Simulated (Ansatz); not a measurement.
The system is LaBi.

```
Bi La
1.0
     0.00000    3.28250    3.28250
     3.28250    0.00000    3.28250
     3.28250    3.28250    0.00000
Bi La
1 1
Direct
  0.50000 0.50000 0.50000
  0.00000 0.00000 0.00000
```

```yaml
Program: Ansatz 0.2.0
Task: relaxation of cell and atoms
Functional: RPBE
Potentials_or_basis: Ansatz PAW
Cutoff: "420 eV (not typed: the program's choice for these potentials)"
k_mesh: 7 × 7 × 7
Occupations: fermi-dirac, width 0.05 eV
Spin: no spin polarisation
```

At the start: volume 35.37 Å³/atom.

Where does the relaxation end?

It ends after 5 steps and the volume is 38.07 Å³/atom (+7.6 %); space group Fm-3m (No. 225, to 0.05 Å).

Step by step:
| step | energy change (eV) | largest force (eV/Å) | volume (Å³) |
| --- | --- | --- | --- |
| 1 | 0.0000 | 0.0000 | 70.74 |
| 2 | -0.0436 | 0.0000 | 79.01 |
| 3 | -0.0576 | 0.0000 | 76.44 |
| 4 | -0.0579 | 0.0000 | 76.13 |
| 5 | -0.0583 | 0.0000 | 76.13 |

Final structure:
```
Bi La
1.0
     0.00000    3.36394    3.36394
     3.36394    0.00000    3.36394
     3.36394    3.36394    0.00000
Bi La
1 1
Direct
  0.50000 0.50000 0.50000
  0.00000 0.00000 0.00000
```

Caveat: the plane-wave basis is chosen anew once the cell has moved, so the energies of steps on either side of that aren't comparable; the PAW data sets come from PBE, with cores solved anew for the run's functional, which leaves a small shift of forces and pressure.
